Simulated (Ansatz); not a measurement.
**C2H3Cl2NSi: a ladder of functionals and wavefunction methods**

An exercise on one series of results from a longer session: the logs are not shown, and one member is left open.

The runs use Ansatz 0.2.0, Gaussian basis; functionals in def2-TZVPP, the program's frozen cores in correlated methods.

Levels to be run: LDA (SPW92), PBE-D4, revPBE-D4, BLYP-D4, r2SCAN-D4, B97M-V, PBE0-D4, B3LYP-D4, r2SCANh-D4, r2SCAN0-D4, HSE06-D4, BHLYP-D4, CAM-B3LYP-D4, LC-ωPBE, ωB97X-V, ωB97M-V, B2PLYP, PBE-QIDH; CCSD(T)/def2-SVP; CCSD(T)/def2-TZVPP; MP2/def2-QZVPP; extrapolation to the limit; RPA on PBE.

### The geometry

The geometry comes from an earlier relaxation with PBE0-D4 in a triple-zeta def2 set; it is a stationary point, not always the lowest conformer.

9 atoms, charge 0, spin multiplicity 1.

Atoms are counted from 1 here; the program's logs count them from 0.

Bond lengths: C1–Si2 1.838 Å, C1–H7 1.092 Å, C1–H8 1.092 Å, C1–H9 1.092 Å, Si2–Cl3 2.032 Å, Si2–Cl4 2.032 Å, Si2–C5 1.846 Å, C5–N6 1.151 Å. Angles: Si2–C1–H7 110.0°, Si2–C1–H8 110.1°, Si2–C1–H9 110.0°, H7–C1–H8 108.9°, H7–C1–H9 108.9°, H8–C1–H9 108.9°, C1–Si2–Cl3 111.8°, C1–Si2–Cl4 111.8°, C1–Si2–C5 110.1°, Cl3–Si2–Cl4 109.8°, Cl3–Si2–C5 106.6°, Cl4–Si2–C5 106.6°, Si2–C5–N6 177.8°.

Set-up of the first run:

in.yaml

```yaml
crystal:
  periodic: [false, false, false]
  atoms:
    - {symbol: C, position_ang: [-0.370985, -0.883291, 0.851091]}
    - {symbol: Si, position_ang: [0.355976, 0.022394, -0.573600]}
    - {symbol: Cl, position_ang: [2.380508, -0.146165, -0.620100]}
    - {symbol: Cl, position_ang: [-0.426956, -0.601320, -2.342019]}
    - {symbol: C, position_ang: [-0.018958, 1.824361, -0.438588]}
    - {symbol: N, position_ang: [-0.274131, 2.940652, -0.317439]}
    - {symbol: H, position_ang: [0.046521, -0.505181, 1.786768]}
    - {symbol: H, position_ang: [-0.148928, -1.949234, 0.770507]}
    - {symbol: H, position_ang: [-1.454645, -0.748318, 0.866180]}
basis:
  gaussian: {orbitals: def2-TZVPP}
hamiltonian: {xc: lda}
output: {orbitals: {seedname: orbitals}}
```

Started as:

```bash
$ ansatz run in.yaml --threads 2 --pin off --events-out ev --progress --plain --max-ram 22528MiB --backend cpu
```

Among the steps run: LDA; PBE-D4 (GGA); revPBE-D4 (GGA); BLYP-D4 (GGA); r2SCAN-D4 (meta-GGA); B97M-V (meta-GGA); PBE0-D4 (hybrid); B3LYP-D4 (hybrid); r2SCANh-D4 (hybrid); r2SCAN0-D4 (hybrid); HSE06-D4 (hybrid); BHLYP-D4 (hybrid); CAM-B3LYP-D4 (range-separated); LC-ωPBE (range-separated); ωB97X-V (range-separated); ωB97M-V (range-separated); B2PLYP (double hybrid); PBE-QIDH (double hybrid).

One of the session's tables, all rows but one given; the rest of the session is left out.

It belongs to the step «Frontier levels by functional». 

| functional | HOMO (eV) | gap (eV) |
| --- | --- | --- |
| LDA (SPW92) | ? | ? |
| PBE-D4 | -8.22 | 6.27 |
| revPBE-D4 | -8.16 | 6.32 |
| BLYP-D4 | -8.09 | 6.31 |
| r2SCAN-D4 | -8.60 | 6.85 |
| B97M-V | -8.69 | 7.05 |
| PBE0-D4 | -9.66 | 8.68 |
| B3LYP-D4 | -9.40 | 8.22 |
| r2SCANh-D4 | -9.12 | 7.73 |
| r2SCAN0-D4 | -9.90 | 9.04 |
| HSE06-D4 | -9.26 | 7.89 |
| BHLYP-D4 | -10.95 | 11.09 |
| CAM-B3LYP-D4 | -11.06 | 11.26 |
| LC-ωPBE | -12.46 | 13.81 |
| ωB97X-V | -12.09 | 13.36 |
| ωB97M-V | -11.92 | 13.07 |

Estimate the missing values for LDA (SPW92).

**Answer.** HOMO (eV): -8.36; gap (eV): 6.14. In the column «HOMO (eV)» it lies between r2SCAN-D4 (-8.60) and PBE-D4 (-8.22).
